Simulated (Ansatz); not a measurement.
# Hf2Pd2Se2Br2O3 (Immm) in Ansatz: further runs

The runs below take Hf2Pd2Se2Br2O3 through relaxation of cell and atoms, single point, with PBE.

All numbers are computed with Ansatz 0.2.0; they aren't measurements. Logs are shortened: lines on timing, memory, paths and dates and some standing lists are left out, and cuts for length are marked.

### 1 The crystal as given

Symmetry: Immm, No. 71, orthorhombic system. Conventional cell: a = 3.785 Å, b = 5.344 Å, c = 24.568 Å, α = 90.00°, β = 90.00°, γ = 90.00°. Around Hf (site symmetry mm2) lie 3 O at 1.94 to 1.95 Å. Around Pd (site symmetry mm2) lie 2 Se at 2.48 Å and 1 Br at 2.54 Å. Se (site symmetry mm2) has 2 Pd at 2.48 Å and 2 Hf at 2.84 Å as nearest neighbours. Br (site symmetry mm2) has 1 Pd at 2.54 Å as nearest neighbours. Around O (site symmetry mm2) lie 2 Hf at 1.95 Å. Around O (site symmetry mmm) lie 2 Hf at 1.94 Å.

The cell was built by a generator and needn't be a form met in nature.

### 2 Relaxation of cell and atoms, PBE, target pressure 5 GPa, at which the enthalpy is minimised

input.yaml

```yaml
crystal:
  lattice:
    - [-1.89227, 2.67212, 12.28423]
    - [1.89227, -2.67212, 12.28423]
    - [1.89227, 2.67212, -12.28423]
  atoms:
    - { symbol: Hf, position: [0.92095, 0.92095, 0.0] }
    - { symbol: Hf, position: [0.07905, 0.07905, 0.0] }
    - { symbol: Pd, position: [0.68332, 0.68332, 0.0] }
    - { symbol: Pd, position: [0.31668, 0.31668, 0.0] }
    - { symbol: Se, position: [0.61777, 0.11777, 0.5] }
    - { symbol: Se, position: [0.38223, 0.88223, 0.5] }
    - { symbol: Br, position: [0.7866, 0.7866, 0.0] }
    - { symbol: Br, position: [0.2134, 0.2134, 0.0] }
    - { symbol: O, position: [0.90121, 0.40121, 0.5] }
    - { symbol: O, position: [0.09879, 0.59879, 0.5] }
    - { symbol: O, position: [0.0, 0.0, 0.0] }
hamiltonian:
  xc: pbe
  pseudopotentials: { kind: paw }
kpoints:
  mp_grid: { grid: [6, 6, 6] }
scf:
  occupations: { method: fermi_dirac, width: 0.05 }
output:
  forces: true
  stress: true
  eigenvalues: true
  write_density: true
  write_potential: true
  elf: true
  volumetric_format: npy
relax:
  f_tol: 0.01
  max_steps: 40
  cell: { stress_tol: 0.05, p_target: 5.0 }
```

Potentials or basis: Ansatz PAW.

Launch:

```sh
ansatz run input.yaml --threads 8 --pin off --max-ram 20480MiB --backend cpu --events-out ev --progress --plain --runs-dir out
```

The program printed:

```text
Warning: RAYON_NUM_THREADS=8 ignored (pool sized by the plan → 8); use --threads N
basis.fft_grid_basis auto: the FFT boxes are laid along the combinations [[1, -1, 0], [0, 1, 0], [0, 1, 1]] of the cell's own vectors, 6.549, 12.713 and 3.785 Å long. The dense box has 45×90×27 points. Along the cell's own vectors, as sized, it would have 90×90×90, 6.67 times as many. Of the 8 symmetry operations that the crystal satisfies within crystal.symmetry.tolerance (time reversal apart; of a slab, those that keep its plane) the dense box along the cell's own vectors carries 8, and the one as laid loses 6 of those. basis.fft_grid_basis: typed keeps the cell's own vectors: state it where this run's energies or levels are differenced outside the engine with another run's, or held beside a run that keeps those vectors. Those combinations have planes normal to reciprocal vector 3, as the cell's own vectors have. Each planar average written beside output.write_density, output.write_potential has a row for each plane of the box: 27. The volumetric files lie along those combinations, not along the cell's own vectors: a cube or XSF file states them, and fields.json those of NumPy files.
Engine: ansatz 0.2.0, x86_64-unknown-linux-gnu
Pseudopotentials: kind: paw
Pseudopotential: Hf, paw, valence charge 26, recommended cutoff 420 eV (normal), Hf.paw.azcp
Pseudopotential: Pd, paw, valence charge 18, recommended cutoff 420 eV (normal), Pd.paw.azcp
Pseudopotential: Se, paw, valence charge 16, recommended cutoff 420 eV (normal), Se.paw.azcp
Pseudopotential: Br, paw, valence charge 7, recommended cutoff 420 eV (normal), Br.paw.azcp
Pseudopotential: O, paw, valence charge 6, recommended cutoff 420 eV (normal), O.paw.azcp
Functional definition: PBE
  parameter kappa = 0.804
  parameter beta = 0.06672455060314922
[... 233 lines left out ...]
  k-point 1: bands = ["-74.8004", "-74.8004", "-52.6635", "-52.6626", "-40.8248", "-40.8245", "-40.7018", "-40.7017", "-40.1325", "-40.1323", "-38.7918", "-38.7918", "-38.7893", "-38.7893", "-38.7417", "-38.7417", "-38.7072", "-38.7072", "-38.7034", "-38.7034", "-21.7170", "-21.5587", "-21.5173", "-21.5119", "-21.4733", "-21.4634", "-9.0718", "-8.7213", "-8.5310", "-5.7716", "-5.3318", "-4.1325", "-4.0884", "-2.6207", "-2.6010", "-2.5854", "-2.5580", "-2.5428", "-2.5325", "-2.5147", "-2.5140", "-2.4998", "-2.4983", "-2.4699", "-2.4692", "-2.3943", "-2.3676", "3.7538", "4.0734", "4.1480", "4.2976", "4.4365", "4.5359", "4.6227", "5.0312", "5.1610", "5.2114", "5.3260", "5.4012", "5.6133", "6.1021", "6.2674", "6.5071", "6.6357", "6.7167", "6.9092", "7.1787", "7.3574", "7.6135", "7.7517", "7.8397", "7.8400", "7.8954", "8.4398", "8.4895", "8.9971", "9.3204", "9.7811", "11.7174", "12.1763", "12.6961", "12.7013", "13.0980", "13.1411", "13.8691", "14.1642", "14.5188", "14.8442", "15.1199", "15.5086", "16.0684", "16.0820"]
  k-point 2: bands = ["-74.8003", "-74.8003", "-52.6617", "-52.6608", "-40.8249", "-40.8248", "-40.7038", "-40.7038", "-40.1323", "-40.1322", "-38.7918", "-38.7918", "-38.7901", "-38.7901", "-38.7416", "-38.7416", "-38.7072", "-38.7072", "-38.7031", "-38.7031", "-21.7113", "-21.6445", "-21.6361", "-21.5347", "-21.5135", "-21.5081", "-8.8953", "-8.0061", "-7.9790", "-5.4913", "-5.3364", "-3.9359", "-3.9166", "-2.6295", "-2.5992", "-2.5833", "-2.5688", "-2.5326", "-2.5199", "-2.5174", "-2.5168", "-2.4901", "-2.4823", "-2.4807", "-2.4652", "-2.3784", "-2.3667", "3.5526", "3.6215", "3.9129", "3.9292", "4.1413", "4.4724", "4.7327", "4.8644", "4.9520", "5.1923", "5.1973", "5.3645", "5.4212", "5.7965", "6.0963", "6.1671", "6.4259", "6.4753", "6.6802", "6.8808", "7.3136", "7.3307", "7.4826", "7.6487", "7.7769", "7.8006", "7.9929", "8.5764", "8.8408", "9.2591", "9.2791", "11.4810", "12.3759", "12.8252", "13.0683", "13.4382", "13.6120", "13.7108", "13.9526", "14.6840", "14.7315", "15.1983", "15.2744", "15.8888", "16.4750"]
  k-point 45: bands = ["-74.8004", "-74.8004", "-52.6644", "-52.6635", "-40.8247", "-40.8244", "-40.7008", "-40.7007", "-40.1326", "-40.1324", "-38.7917", "-38.7917", "-38.7890", "-38.7890", "-38.7417", "-38.7417", "-38.7072", "-38.7072", "-38.7035", "-38.7035", "-21.7205", "-21.5573", "-21.5192", "-21.5137", "-21.3878", "-21.3828", "-9.2758", "-9.0596", "-8.6715", "-5.9089", "-5.3383", "-4.2063", "-4.1690", "-2.6161", "-2.6016", "-2.5866", "-2.5456", "-2.5446", "-2.5439", "-2.5116", "-2.5110", "-2.5092", "-2.5070", "-2.4651", "-2.4487", "-2.4192", "-2.3768", "3.6941", "4.2347", "4.3388", "4.4175", "4.4372", "4.8258", "5.0208", "5.0640", "5.0891", "5.1621", "5.2655", "5.2703", "5.8897", "5.9293", "6.0939", "6.5686", "7.0887", "7.3286", "7.3848", "7.3933", "7.4327", "7.4901", "7.6976", "7.8836", "8.1965", "8.2418", "8.2748", "8.3781", "8.7283", "9.9080", "10.2182", "11.7697", "11.8319", "12.0228", "12.3730", "12.4350", "13.0844", "13.8685", "14.0141", "14.0646", "14.7806", "15.5942", "15.7070", "16.1300", "16.1573"]
--- Relaxed structure (9 steps of the walk, 8 accepted, 2 SCFs on fresh bases) ---
  F+E_penalty+E_count = -63602.82252847 eV   max|allowed force component| = 1.589e-3 eV/Å   (the final SCF, on the basis selected at the relaxed cell)
  cell:  # Å, volume = 231.1020 Å³
    - [-1.8569573862828717, 2.5468021109741352, 12.216495651506046]
    - [1.8569573862828717, -2.5468021109741352, 12.216495651506046]
    - [1.8569573862828717, 2.5468021109741352, -12.216495651506046]
  atoms:
    - { symbol: Hf, position: [0.9211611218586293, 0.9211611218586293, 3.090043862708951e-35] }
    - { symbol: Hf, position: [0.07883887814137068, 0.07883887814137068, -1.3351276634798394e-35] }
    - { symbol: Pd, position: [0.6850059187409934, 0.6850059187409934, 2.997391379710746e-35] }
    - { symbol: Pd, position: [0.3149940812590067, 0.3149940812590067, 6.64089770759516e-35] }
    - { symbol: Se, position: [0.6192363075395112, 0.1192363075395112, 0.5] }
    - { symbol: Se, position: [0.3807636924604889, 0.8807636924604889, 0.5] }
    - { symbol: Br, position: [0.78788527624673, 0.78788527624673, 3.207872109775303e-34] }
    - { symbol: Br, position: [0.21211472375326995, 0.21211472375326995, 6.901748249878993e-35] }
    - { symbol: O, position: [0.8989645874116243, 0.3989645874116245, 0.49999999999999994] }
    - { symbol: O, position: [0.10103541258837563, 0.6010354125883757, 0.49999999999999994] }
    - { symbol: O, position: [6.418885602911318e-21, 6.418885602911278e-21, 6.32283891703091e-35] }
```

rho_z.tsv:

```text
# z_ang	rho[e/angstrom^3]
# format = ansatz-planar-average/11
# lattice	-1.856957386	2.546802111	12.216495652
# lattice	1.856957386	-2.546802111	12.216495652
# lattice	1.856957386	2.546802111	-12.216495652
# sites	11
# site	72	0.000000000	0.000000000	22.506721679
# site	72	0.000000000	-0.000000000	1.926269624
# site	46	0.000000000	0.000000000	16.736743655
# site	46	0.000000000	0.000000000	7.696247648
# site	34	-0.000000000	2.546802111	2.913299665
# site	34	1.856957386	0.000000000	9.303195986
# site	35	-0.000000000	0.000000000	19.250394102
# site	35	-0.000000000	0.000000000	5.182597201
# site	8	0.000000000	2.546802111	9.747898294
# site	8	1.856957386	-0.000000000	2.468597357
# site	8	0.000000000	0.000000000	0.000000000
0.000000	1.344491e0
0.504662	1.283923e0
1.009324	1.119848e0
1.513986	8.968102e-1
2.018648	6.683866e-1
2.523309	4.791382e-1
[... 17 lines left out ...]
11.607223	1.119848e0
12.111885	1.283923e0
```

v_z.tsv:

```text
# z_ang	v_es[eV]	v_tot[eV]
# format = ansatz-planar-average/11
# xc	pbe
# density_cutoff_ev	1680
# datasets	Hf=:simpson_from_first_knot:soft	Pd=:simpson_from_first_knot:soft	Se=:simpson_from_first_knot:soft	Br=:simpson_from_first_knot:soft	O=:simpson_from_first_knot:soft
# lattice	-1.856957386	2.546802111	12.216495652
# lattice	1.856957386	-2.546802111	12.216495652
# lattice	1.856957386	2.546802111	-12.216495652
# sites	11
# site	72	0.000000000	0.000000000	22.506721679
# site	72	0.000000000	-0.000000000	1.926269624
# site	46	0.000000000	0.000000000	16.736743655
# site	46	0.000000000	0.000000000	7.696247648
# site	34	-0.000000000	2.546802111	2.913299665
# site	34	1.856957386	0.000000000	9.303195986
# site	35	-0.000000000	0.000000000	19.250394102
# site	35	-0.000000000	0.000000000	5.182597201
# site	8	0.000000000	2.546802111	9.747898294
# site	8	1.856957386	-0.000000000	2.468597357
# site	8	0.000000000	0.000000000	0.000000000
0.000000	1.359698e-1	-1.120318e1
0.504662	4.086917e-1	-1.083445e1
1.009324	1.201158e0	-9.765343e0
1.513986	2.431222e0	-8.131407e0
2.018648	3.977176e0	-6.139982e0
2.523309	5.634937e0	-4.062859e0
[... 17 lines left out ...]
11.607223	1.201158e0	-9.765343e0
12.111885	4.086917e-1	-1.083445e1
```

Wall time 3.8 min (8 threads of AMD EPYC (Zen 3), shared host); peak memory 1.8 GiB.

Results:

| Quantity | Value |
| --- | --- |
| Free energy | -63602.8225 eV |
| Relaxed volume | 21.01 Å³/atom |
| Relaxed cell | a = 12.617 Å, b = 12.617 Å, c = 12.617 Å, α = 163.07°, β = 156.71°, γ = 28.93° |
| Space group after relaxing (to 0.05 Å) | Immm (No. 71) |
| Energy change on relaxing (the enthalpy is what falls) | +22.9 meV/atom |
| Ionic steps | 10 |
| Pressure after relaxing | 5.0 GPa |
| Band gap on the k mesh | none (metal or under the smearing width) |

Step by step:
```tsv
step	energy change (eV)	largest force (eV/Å)	volume (Å³)
1	0.0000	0.0118	248.45
2	0.5180	0.5375	224.88
3	0.1815	0.0993	233.32
4	0.2127	0.0620	232.12
5	0.2428	0.0263	231.02
6	0.2312	0.0075	231.38
7	0.2307	0.0044	231.39
8	0.2434	0.0043	231.39
9	0.2517	0.0017	231.10
10	0.2520	0.0016	231.10
```

Final structure:
```
Hf Pd Se Br O
1.0
    -1.85696    2.54680   12.21650
     1.85696   -2.54680   12.21650
     1.85696    2.54680  -12.21650
Hf Pd Se Br O
2 2 2 2 3
Direct
  0.92116 0.92116 0.00000
  0.07884 0.07884 0.00000
  0.68501 0.68501 0.00000
  0.31499 0.31499 0.00000
  0.61924 0.11924 0.50000
  0.38076 0.88076 0.50000
  0.78789 0.78789 0.00000
  0.21211 0.21211 0.00000
  0.89896 0.39896 0.50000
  0.10104 0.60104 0.50000
  0.00000 0.00000 0.00000
```

Caveat: the plane-wave basis is chosen anew once the cell has moved, so the energies of steps on either side of that aren't comparable. The run has no spin-orbit coupling, so splittings on Hf are missing.

### 3 Single point, PBE

Edit input.yaml of step 2 so:

```diff
@@ -19,5 +19,5 @@
   xc: pbe
-  pseudopotentials: { kind: paw }
+  pseudopotentials: { kind: paw, source: jth }
 kpoints:
-  mp_grid: { grid: [6, 6, 6] }
+  mp_grid: { grid: [9, 9, 9] }
 scf:
@@ -32,5 +32 @@
   volumetric_format: npy
-relax:
-  f_tol: 0.01
-  max_steps: 40
-  cell: { stress_tol: 0.05, p_target: 5.0 }
```

Potentials or basis: JTH PAW.

Launch:

```sh
ansatz run input.yaml --threads 8 --pin off --max-ram 20480MiB --backend cpu --events-out ev --progress --plain --runs-dir out
```

The program printed:

```text
Warning: the checks of this Hf dataset prove no rule for summing its radial tables, as where they were carried onto another mesh than they were made on, and Gregory's rule is taken, under which a leading mesh point left out moves its sums only by what lay on the interval it spanned. That does not make them correct, and they differ from Quantum ESPRESSO's on this file; a re-export a fraction of a mesh step off can move them. hamiltonian.pseudopotentials.radial_quadrature: simpson_from_first_knot sums it by `pw.x`'s rule; on a PAW file no value gives `pw.x`'s numbers. What more to know: hamiltonian.pseudopotentials.radial_quadrature, in the input reference
Warning: the checks of this Pd dataset prove no rule for summing its radial tables, as where they were carried onto another mesh than they were made on, and Gregory's rule is taken, under which a leading mesh point left out moves its sums only by what lay on the interval it spanned. That does not make them correct, and they differ from Quantum ESPRESSO's on this file; a re-export a fraction of a mesh step off can move them. hamiltonian.pseudopotentials.radial_quadrature: simpson_from_first_knot sums it by `pw.x`'s rule; on a PAW file no value gives `pw.x`'s numbers. What more to know: hamiltonian.pseudopotentials.radial_quadrature, in the input reference
Warning: the checks of this Se dataset prove no rule for summing its radial tables, as where they were carried onto another mesh than they were made on, and Gregory's rule is taken, under which a leading mesh point left out moves its sums only by what lay on the interval it spanned. That does not make them correct, and they differ from Quantum ESPRESSO's on this file; a re-export a fraction of a mesh step off can move them. hamiltonian.pseudopotentials.radial_quadrature: simpson_from_first_knot sums it by `pw.x`'s rule; on a PAW file no value gives `pw.x`'s numbers. What more to know: hamiltonian.pseudopotentials.radial_quadrature, in the input reference
[... 87 lines left out ...]
        0.000000      -0.153751       0.000000
        0.000000       0.000000      -0.260060
  P = ⅓ Tr σ = -0.2414 GPa (-2.414 kbar)
--- Band table (eV; the first three rows and the last of 125) ---
  k-point 0: bands = ["-76.6457", "-76.6457", "-54.8505", "-54.8494", "-42.6880", "-42.6878", "-42.5577", "-42.5576", "-41.9185", "-41.9184", "-23.7816", "-23.6387", "-23.6363", "-23.6318", "-23.4441", "-23.4399", "-10.8941", "-10.7182", "-10.4332", "-7.4525", "-6.9757", "-5.8753", "-5.8340", "2.0149", "2.6482", "2.8435", "2.8474", "2.9081", "3.1981", "3.2973", "3.3364", "3.4550", "3.5171", "3.5804", "3.6412", "4.1113", "4.1842", "4.4600", "4.8680", "5.3342", "5.5546", "5.5821", "5.6249", "5.6601", "5.7796", "5.9193", "6.1184", "6.3404", "6.4550", "6.4768", "6.6094", "6.7993", "7.9792", "8.2440", "9.5450", "9.8274", "9.8897", "10.1853", "10.6264", "11.3100", "11.5771", "11.6738", "12.3156"]
  k-point 1: bands = ["-76.6457", "-76.6457", "-54.8502", "-54.8491", "-42.6879", "-42.6878", "-42.5583", "-42.5582", "-41.9185", "-41.9184", "-23.7802", "-23.6379", "-23.6355", "-23.6310", "-23.4776", "-23.4728", "-10.7996", "-10.5674", "-10.3733", "-7.4010", "-6.9752", "-5.8409", "-5.8024", "2.0079", "2.6177", "2.8059", "2.8128", "2.8970", "2.9634", "3.1270", "3.4361", "3.4635", "3.5374", "3.5730", "3.6862", "3.7961", "4.3927", "4.7472", "4.8126", "4.9493", "5.2107", "5.3438", "5.5325", "5.7177", "5.8206", "5.9878", "5.9984", "6.1833", "6.2139", "6.5710", "6.7307", "6.8597", "7.6333", "7.9779", "9.7931", "9.8598", "10.2899", "10.3580", "10.9320", "11.1041", "11.6363", "12.0638", "12.1005"]
  k-point 2: bands = ["-76.6457", "-76.6457", "-54.8493", "-54.8482", "-42.6877", "-42.6876", "-42.5598", "-42.5597", "-41.9184", "-41.9183", "-23.7765", "-23.6374", "-23.6333", "-23.6288", "-23.5609", "-23.5529", "-10.6609", "-10.1712", "-10.1072", "-7.2684", "-6.9779", "-5.7464", "-5.7178", "1.9996", "2.3097", "2.5098", "2.5773", "2.9268", "2.9609", "3.0342", "3.0972", "3.4458", "3.5006", "3.7097", "3.7382", "4.0962", "4.1474", "4.3549", "4.6467", "4.7723", "4.8425", "5.0979", "5.1418", "5.5449", "5.7364", "5.8523", "6.0129", "6.0162", "6.0698", "6.4391", "6.7137", "7.0268", "7.3111", "7.6838", "9.5262", "10.1596", "11.0264", "11.0643", "11.2830", "11.3447", "11.4472", "11.8235", "12.4909"]
  k-point 124: bands = ["-76.6457", "-76.6457", "-54.8502", "-54.8491", "-42.6879", "-42.6877", "-42.5583", "-42.5582", "-41.9185", "-41.9184", "-23.7803", "-23.6380", "-23.6352", "-23.6307", "-23.4776", "-23.4728", "-10.8001", "-10.5685", "-10.3735", "-7.4190", "-6.9646", "-5.8439", "-5.8069", "1.9936", "2.6505", "2.8243", "2.8557", "2.9277", "2.9970", "3.1395", "3.3573", "3.4609", "3.4715", "3.5893", "3.6735", "3.7685", "4.4439", "4.7386", "4.7829", "4.9847", "5.2574", "5.3770", "5.5792", "5.7209", "5.8369", "5.9372", "6.0439", "6.1983", "6.3037", "6.5119", "6.7116", "6.7782", "7.6607", "7.9357", "10.1037", "10.1629", "10.2351", "10.2420", "10.3750", "11.1068", "11.7259", "11.9449", "11.9566"]
```

rho_z.tsv:

```text
# z_ang	rho[e/angstrom^3]
# format = ansatz-planar-average/11
# lattice	-1.892270000	2.672120000	12.284230000
# lattice	1.892270000	-2.672120000	12.284230000
# lattice	1.892270000	2.672120000	-12.284230000
# sites	11
# site	72	0.000000000	0.000000000	22.626323237
# site	72	0.000000000	0.000000000	1.942136763
# site	46	0.000000000	0.000000000	16.788120087
# site	46	0.000000000	0.000000000	7.780339913
# site	34	0.000000000	2.672120000	2.893427534
# site	34	1.892270000	0.000000000	9.390802466
# site	35	0.000000000	0.000000000	19.325550636
# site	35	0.000000000	0.000000000	5.242909364
# site	8	0.000000000	2.672120000	9.857111837
# site	8	1.892270000	-0.000000000	2.427118163
# site	8	0.000000000	0.000000000	0.000000000
0.000000	7.503711e-1
0.211885	7.473168e-1
0.423770	7.382165e-1
0.635656	7.232672e-1
0.847541	7.027976e-1
1.059426	6.772655e-1
[... 52 lines left out ...]
12.289342	7.382165e-1
12.501227	7.473168e-1
```

v_z.tsv:

```text
# z_ang	v_es[eV]	v_tot[eV]
# format = ansatz-planar-average/11
# xc	pbe
# density_cutoff_ev	8280
# datasets	Hf=:gregory:soft	Pd=:gregory:soft	Se=:gregory:soft	Br=:gregory:soft	O=:gregory:soft
# lattice	-1.892270000	2.672120000	12.284230000
# lattice	1.892270000	-2.672120000	12.284230000
# lattice	1.892270000	2.672120000	-12.284230000
# sites	11
# site	72	0.000000000	0.000000000	22.626323237
# site	72	0.000000000	0.000000000	1.942136763
# site	46	0.000000000	0.000000000	16.788120087
# site	46	0.000000000	0.000000000	7.780339913
# site	34	0.000000000	2.672120000	2.893427534
# site	34	1.892270000	0.000000000	9.390802466
# site	35	0.000000000	0.000000000	19.325550636
# site	35	0.000000000	0.000000000	5.242909364
# site	8	0.000000000	2.672120000	9.857111837
# site	8	1.892270000	-0.000000000	2.427118163
# site	8	0.000000000	0.000000000	0.000000000
0.000000	5.060844e0	-5.580140e0
0.211885	5.068849e0	-5.559417e0
0.423770	5.092494e0	-5.497662e0
0.635656	5.130389e0	-5.395776e0
0.847541	5.180956e0	-5.256014e0
1.059426	5.242534e0	-5.082742e0
[... 52 lines left out ...]
12.289342	5.092494e0	-5.497662e0
12.501227	5.068849e0	-5.559417e0
```

Wall time 4 min (8 threads of AMD EPYC (Zen 3), shared host); peak memory 8.9 GiB.

What came out:

```yaml
Free_energy: -45300.9787 eV
Pressure: -0.2 GPa
Largest_force: 0.046 eV/Å
Band_gap_on_the_k_mesh: none (metal or under the smearing width)
```

Forces in eV/Å, atoms in the order of the input:
```
Hf   0.000  0.000  0.020
Hf   0.000  0.000 -0.020
Pd   0.000  0.000  0.015
Pd   0.000  0.000 -0.015
Se   0.000  0.000 -0.018
Se   0.000  0.000  0.018
Br   0.000  0.000  0.005
Br   0.000  0.000 -0.005
O    0.000  0.000  0.046
O    0.000  0.000 -0.046
O    0.000  0.000  0.000
```

Stress tensor (GPa, compression positive):
```
-0.31  0.00  0.00
 0.00 -0.15  0.00
 0.00  0.00 -0.26
```
